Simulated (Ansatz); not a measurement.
# C₂H₇AlN₂Si: up Jacob's ladder to CCSD(T)

An exercise on one series of results from a longer session: the logs are not shown, and one member is left open.

Program: Ansatz 0.2.0, Gaussian basis. Level of theory: functionals in def2-TZVPP, the program's frozen cores in correlated methods. These are calculated values, not measurements.

Plan: PBE-D4, r2SCAN-D4, PBE0-D4, B3LYP-D4, ωB97X-V, ωB97M-V, B2PLYP; CCSD(T)/def2-TZVPP; MP2/def2-QZVPP; extrapolation to the limit.

## Structure used throughout

All runs share one geometry, relaxed beforehand with PBE0-D4 in a triple-zeta def2 set.

13 atoms, charge 0, spin multiplicity 1.

Atoms are counted from 1 here; the program's logs count them from 0.

Bond lengths: C1–C2 1.327 Å, C1–H7 1.086 Å, C1–H8 1.082 Å, C2–N3 1.414 Å, C2–Si4 1.845 Å, N3–Al6 1.902 Å, N3–H9 1.014 Å, Si4–N5 1.695 Å, Si4–Al6 2.485 Å, N5–H10 1.006 Å, N5–H11 1.008 Å, Al6–H12 1.584 Å, Al6–H13 1.588 Å. Angles: C2–C1–H7 122.0°, C2–C1–H8 120.4°, H7–C1–H8 117.6°, C1–C2–N3 130.1°, C1–C2–Si4 147.8°, N3–C2–Si4 80.6°, C2–N3–Al6 121.6°, C2–N3–H9 115.2°, Al6–N3–H9 122.7°, C2–Si4–N5 109.9°, C2–Si4–Al6 82.8°, N5–Si4–Al6 139.2°, Si4–N5–H10 122.7°, Si4–N5–H11 123.8°, H10–N5–H11 113.3°, N3–Al6–Si4 56.3°, N3–Al6–H12 118.2°, N3–Al6–H13 110.6° and more.

Geometry (Å):

```xyz
13
C2H7AlN2Si
C    -0.2881   -2.2078   -0.1947
C    -0.2906   -0.8960    0.0024
N     0.2782   -0.1298    1.0458
Si   -0.5010    0.7909   -0.7150
N     0.4939    0.9667   -2.0758
Al   -0.5499    1.4621    1.6774
H     0.1148   -2.8995    0.5396
H    -0.7000   -2.6254   -1.1044
H     1.2035   -0.4206    1.3407
H     0.7317    1.8650   -2.4625
H     0.9699    0.2003   -2.5243
H    -1.9868    1.3484    2.3352
H     0.5447    2.5110    2.1503
```

Set-up of the first run:

Input file in.yaml:

```yaml
crystal:
  periodic: [false, false, false]
  atoms:
    - {symbol: C, position_ang: [-0.288071, -2.207841, -0.194651]}
    - {symbol: C, position_ang: [-0.290644, -0.895983, 0.002428]}
    - {symbol: N, position_ang: [0.278248, -0.129850, 1.045773]}
    - {symbol: Si, position_ang: [-0.500962, 0.790923, -0.714996]}
    - {symbol: N, position_ang: [0.493883, 0.966716, -2.075753]}
    - {symbol: Al, position_ang: [-0.549924, 1.462056, 1.677370]}
    - {symbol: H, position_ang: [0.114803, -2.899472, 0.539589]}
    - {symbol: H, position_ang: [-0.700044, -2.625411, -1.104430]}
    - {symbol: H, position_ang: [1.203537, -0.420560, 1.340716]}
    - {symbol: H, position_ang: [0.731693, 1.864963, -2.462548]}
    - {symbol: H, position_ang: [0.969946, 0.200275, -2.524293]}
    - {symbol: H, position_ang: [-1.986751, 1.348353, 2.335203]}
    - {symbol: H, position_ang: [0.544684, 2.511032, 2.150290]}
basis:
  gaussian: {orbitals: def2-TZVPP}
hamiltonian: {xc: pbe, dispersion: d4}
output: {forces: true, orbitals: {seedname: orbitals}}
```

The run is started by

```sh
ansatz run in.yaml --threads 4 --pin off --events-out ev --progress --plain --max-ram 10444MiB
```

Steps of the session up to this table: PBE-D4 (GGA); r2SCAN-D4 (meta-GGA); PBE0-D4 (hybrid); B3LYP-D4 (hybrid); ωB97X-V (range-separated); ωB97M-V (range-separated); B2PLYP (double hybrid); CCSD(T) in def2-TZVPP; MP2 in def2-QZVPP.

One of the session's tables, all rows but one given; the rest of the session is left out.

| method | atomisation energy (kJ/mol) |
| --- | --- |
| PBE-D4 | 4793.0 |
| r2SCAN-D4 | 4678.0 |
| PBE0-D4 | 4685.3 |
| B3LYP-D4 | ? |
| ωB97X-V | 4694.1 |
| ωB97M-V | 4696.0 |
| B2PLYP | 4616.0 |
| HF/def2-TZVPP | 3213.3 |
| MP2/def2-TZVPP | 4592.6 |
| CCSD/def2-TZVPP | 4427.1 |
| CCSD(T)/def2-TZVPP | 4516.1 |
| MP2/CBS | 4740.6 |
| CCSD(T)/CBS | 4664.2 |

Q: Estimate the row for B3LYP-D4 from the others.

As computed: atomisation energy (kJ/mol): 4686.3. In the column «atomisation energy (kJ/mol)» it lies between PBE0-D4 (4685.3) and ωB97X-V (4694.1).
